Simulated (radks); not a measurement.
# Nuclear size and the levels of Ne²⁺

An exercise on one series of results from a longer session: the logs are not shown, and one member is left open.

Method: Dirac Kohn-Sham, BLYP, spin-unpolarised, spherical densities, finite nucleus; open shells are shared between the two j in proportion to 2j + 1. Code: radks (a radial shooting solver on a logarithmic mesh, Libxc functionals) version 1.

## Starting point

- element: neon (Z = 10)
- charge: +2
- electrons: 8
- configuration: [He] 2s2 2p4
- nuclear rms radius: 3.0055 fm

Outer shells as boxes (Hund's rule):

Ne²⁺
```
[He] core
2s [↑↓]
2p [↑↓][↑ ][↑ ]
```

The first run:

The run's settings:

```text
Z 10
configuration [He] 2s2 2p4 3s0 3p0
relativity Dirac
functional b88,lyp
spin unpolarised
j_filling average
nucleus finite rms 3.0055 fm
c 137.035999084
```

Steps of the session up to this table: rms radius 3.0055 fm.

One of the session's tables, all rows but one given; the rest of the session is left out.

It belongs to the step «rms radius 3.0055 fm». Radial moments (bohr):

```
level     <r>  outermost maximum (interpolated)  90 % within
1s1/2  0.1579                             0.103        0.282
2s1/2  0.8298                             0.659         1.31
2p1/2       ?                                 ?            ?
2p3/2  0.8122                             0.580         1.37
```

**Question.** Estimate the row for 2p1/2.

The run gave: <r>: 0.8105; outermost maximum (interpolated): 0.578; 90 % within: 1.37. In the column «<r>» it lies between 1s1/2 (0.1579) and 2p3/2 (0.8122).
